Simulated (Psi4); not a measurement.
# InCNCl2O (SMILES O=C=[N][In]([Cl])[Cl]), step by step

We compute the energy (r2SCAN-D4/def2-TZVPP), then the energy (wB97M-V/def2-TZVPP) of InCNCl2O. 

The results are computed with Psi4 1.11.

## 1. Starting point

InCNCl2O has 6 atoms, charge 0, and is taken as a singlet. As SMILES, `O=C=[N][In]([Cl])[Cl]`.

Bond lengths: O1–C2 1.164 Å, C2–N3 1.207 Å, N3–In4 2.004 Å, In4–Cl5 2.285 Å, In4–Cl6 2.294 Å. Angles: O1–C2–N3 175.8°, C2–N3–In4 134.3°, N3–In4–Cl5 117.8°, N3–In4–Cl6 120.6°, Cl5–In4–Cl6 121.6°.

## 2. A single-point energy at r2SCAN-D4/def2-TZVPP (density fitting, core potential) (run 5)

The input, job.py:

```python
import psi4

psi4.set_memory('3300 MB')
psi4.set_num_threads(2)
psi4.core.set_output_file('output.dat', False)

geom = psi4.geometry("""
0 1
O      2.26273916    -3.95419522     3.04797706
C      1.64445857    -2.66559098     1.37619305
N      1.08795312    -1.42901090    -0.45854204
In    -0.97079010     1.70094248    -1.01191055
Cl    -1.35030380     3.17266119    -5.05433708
Cl    -2.86849087     3.71421890     2.32630955
units au
symmetry c1
""")

psi4.set_options(dict(basis='def2-TZVPP', scf_type='df', dft_radial_points=99, dft_spherical_points=590))

energy_value = psi4.energy('r2scan-d4', molecule=geom)
print(f'r2scan-d4 energy: {energy_value:.10f} Eh')
```

On the command line:

```console
$ python job.py
```

output.dat (excerpt; [...] marks lines left out):

```text
[...]
    !!!  WARNING: ECP capability is in beta. Please check occupations closely.  !!!
[...]
  Running in c1 symmetry.
[...]
  Nuclear repulsion =  423.802592083870479
[...]
  Multiplicity = 1
[...]
  Nalpha       = 38
  Nbeta        = 38
[...]
    Number of basis functions: 227
[...]
   @DF-RKS iter   1: -1278.23689601771957   -6.88201e-01   5.12932e-03 ADIIS/DIIS
[...]
   @DF-RKS iter  10: -1278.77974527383481   -1.56202e-07   8.91405e-07 DIIS
[...]
    Orbital Energies [Eh]
    ---------------------
    Doubly Occupied:
       1A   -101.201452     2A   -101.200912     3A    -19.009004
       4A    -14.194310     5A    -10.172445     6A     -9.377966
       7A     -9.377409     8A     -7.119761     9A     -7.119158
      10A     -7.114494    11A     -7.113935    12A     -7.113732
      13A     -7.113235    14A     -4.683311    15A     -3.093153
      16A     -3.083446    17A     -3.081880    18A     -1.082331
      19A     -0.909778    20A     -0.822213    21A     -0.818786
      22A     -0.783415    23A     -0.783335    24A     -0.781928
      25A     -0.754268    26A     -0.744494    27A     -0.510958
      28A     -0.473588    29A     -0.440210    30A     -0.437351
      31A     -0.402107    32A     -0.363177    33A     -0.330728
      34A     -0.319851    35A     -0.317059    36A     -0.312782
[...]
  @DF-RKS Final Energy: -1278.77974527383481
   => Energetics <=
    Nuclear Repulsion Energy =            423.8025920838704792
    One-Electron Energy =               -2678.9781409142765369
    Two-Electron Energy =                1070.6157417999447716
    DFT Exchange-Correlation Energy =     -94.2182407055410067
    Empirical Dispersion Energy =          -0.0016975378324104
    VV10 Nonlocal Energy =                  0.0000000000000000
    Total Energy =                      -1278.7797452738348056
[...]
 Multipole Moments:
 ------------------------------------------------------------------------------------
     Multipole            Electronic (a.u.)      Nuclear  (a.u.)        Total (a.u.)
 ------------------------------------------------------------------------------------
 L = 1.  Multiply by 2.5417464519 to convert [e a0] to [Debye]
 Dipole X            :         -6.5756738            6.4364825           -0.1391913
 Dipole Y            :         12.6460459          -12.3896919            0.2563540
 Dipole Z            :        -13.2385971           13.0061824           -0.2324146
 Magnitude           :                                                    0.3729721
[...]
```

On the terminal:

```text
r2scan-d4 energy: -1278.7797452738 Eh
```

It took 46 s on 2 threads of Intel Xeon Platinum 8259CL at 2.50GHz (Skylake/Cascade Lake), shared host; peak memory 2.2 GiB.

## 3. A single-point energy at wB97M-V/def2-TZVPP (density fitting, core potential) (run 8)

The input, calc.py:

```python
import psi4

psi4.set_memory('3300 MB')
psi4.set_num_threads(2)
psi4.core.set_output_file('psi4.out', False)

m = psi4.geometry("""
O      1.197390    -2.092470     1.612920
C      0.870210    -1.410570     0.728250
N      0.575720    -0.756200    -0.242650
In    -0.513720     0.900100    -0.535480
Cl    -0.714550     1.678900    -2.674640
Cl    -1.517940     1.965480     1.231030
units angstrom
symmetry c1
""")

psi4.set_options({
    'basis': 'def2-TZVPP',
    'reference': 'rks',
    'scf_type': 'df',
    'dft_radial_points': 99,
    'dft_spherical_points': 590,
    'dft_vv10_postscf': True,
})

e_tot = psi4.energy("wb97m-v")
print(f'total energy {e_tot:.8f} hartree = {e_tot * 27.211386:.5f} eV')
for k, v in sorted(psi4.core.scalar_variables().items()):
    print(f'{k:45s} {v:18.10f}')
```

On the command line:

```console
$ python calc.py
```

psi4.out (excerpt; [...] marks lines left out):

```text
[...]
  Running in c1 symmetry.
[...]
  Nuclear repulsion =  423.802591632886788
[...]
  Multiplicity = 1
[...]
  Nalpha       = 38
  Nbeta        = 38
[...]
    Number of basis functions: 227
[...]
   @DF-RKS iter   1: -1278.72724761696554   -1.43100e+00   3.97428e-03 ADIIS/DIIS
[...]
   @DF-RKS iter   9: -1279.01899664510256   -1.32186e-07   3.96949e-07 DIIS
[...]
    Orbital Energies [Eh]
    ---------------------
    Doubly Occupied:
       1A   -101.885224     2A   -101.885205     3A    -19.388074
       4A    -14.535799     5A    -10.494086     6A     -9.657750
       7A     -9.657698     8A     -7.360114     9A     -7.360025
      10A     -7.355550    11A     -7.355496    12A     -7.354948
      13A     -7.354939    14A     -4.898581    15A     -3.299065
      16A     -3.289518    17A     -3.288132    18A     -1.249878
      19A     -1.071527    20A     -0.991057    21A     -0.987424
      22A     -0.959345    23A     -0.958115    24A     -0.957784
      25A     -0.922218    26A     -0.912038    27A     -0.657041
      28A     -0.620771    29A     -0.588303    30A     -0.584316
      31A     -0.528526    32A     -0.481619    33A     -0.458356
      34A     -0.447624    35A     -0.441864    36A     -0.437535
[...]
  @DF-RKS Final Energy: -1278.71456864215997
   => Energetics <=
    Nuclear Repulsion Energy =            423.8025916328867879
    One-Electron Energy =               -2678.5938829932729277
    Two-Electron Energy =                1046.2614440201912203
    DFT Exchange-Correlation Energy =     -70.4891222186689390
    Empirical Dispersion Energy =           0.0000000000000000
    VV10 Nonlocal Energy =                  0.3044009167034857
    Total Energy =                      -1278.7145686421599748
[...]
 Multipole Moments:
 ------------------------------------------------------------------------------------
     Multipole            Electronic (a.u.)      Nuclear  (a.u.)        Total (a.u.)
 ------------------------------------------------------------------------------------
 L = 1.  Multiply by 2.5417464519 to convert [e a0] to [Debye]
 Dipole X            :         -6.6004699            6.4364826           -0.1639874
 Dipole Y            :         12.6855678          -12.3896919            0.2958759
 Dipole Z            :        -13.2533723           13.0061823           -0.2471899
 Magnitude           :                                                    0.4189717
[...]
```

Standard output:

```text
total energy -1278.71456864 hartree = -34795.59571 eV
CURRENT ENERGY                                  -1278.7145686422
CURRENT REFERENCE ENERGY                        -1278.7145686422
DD SOLVATION ENERGY                                 0.0000000000
DFT FUNCTIONAL TOTAL ENERGY                     -1278.7145686422
DFT TOTAL ENERGY                                -1278.7145686422
DFT VV10 ENERGY                                     0.3044009167
DFT XC ENERGY                                     -70.4891222187
GRID ELECTRONS ALPHA                               38.0000006685
GRID ELECTRONS BETA                                38.0000006685
GRID ELECTRONS TOTAL                               76.0000013369
NUCLEAR REPULSION ENERGY                          423.8025916329
ONE-ELECTRON ENERGY                             -2678.5938829933
PCM POLARIZATION ENERGY                             0.0000000000
PE ENERGY                                           0.0000000000
SCF ITERATION ENERGY                            -1279.0189966451
SCF ITERATIONS                                      9.0000000000
SCF TOTAL ENERGY                                -1278.7145686422
TWO-ELECTRON ENERGY                              1046.2614440202
XC GRID RADIAL POINTS                              99.0000000000
XC GRID SPHERICAL POINTS                          590.0000000000
XC GRID TOTAL POINTS                           335409.0000000000
```

Run time: 52 s. Hardware: 2 threads of Intel Xeon Platinum 8259CL at 2.50GHz (Skylake/Cascade Lake), shared host; peak memory 2.7 GiB.

## 4. Results

```
                                      quantity           value
     run 5, r2SCAN-D4/def2-TZVPP: total energy  -1278.77975 Eh
    run 5, r2SCAN-D4/def2-TZVPP: dipole moment          0.95 D
      run 5, r2SCAN-D4/def2-TZVPP: HOMO energy        -7.91 eV
      run 5, r2SCAN-D4/def2-TZVPP: LUMO energy        -3.48 eV
    run 5, r2SCAN-D4/def2-TZVPP: HOMO–LUMO gap         4.43 eV
run 5, r2SCAN-D4/def2-TZVPP: dispersion energy    -4.46 kJ/mol
       run 8, wB97M-V/def2-TZVPP: total energy  -1278.71457 Eh
      run 8, wB97M-V/def2-TZVPP: dipole moment          1.06 D
        run 8, wB97M-V/def2-TZVPP: HOMO energy       -11.29 eV
        run 8, wB97M-V/def2-TZVPP: LUMO energy        -0.83 eV
      run 8, wB97M-V/def2-TZVPP: HOMO–LUMO gap        10.46 eV
```
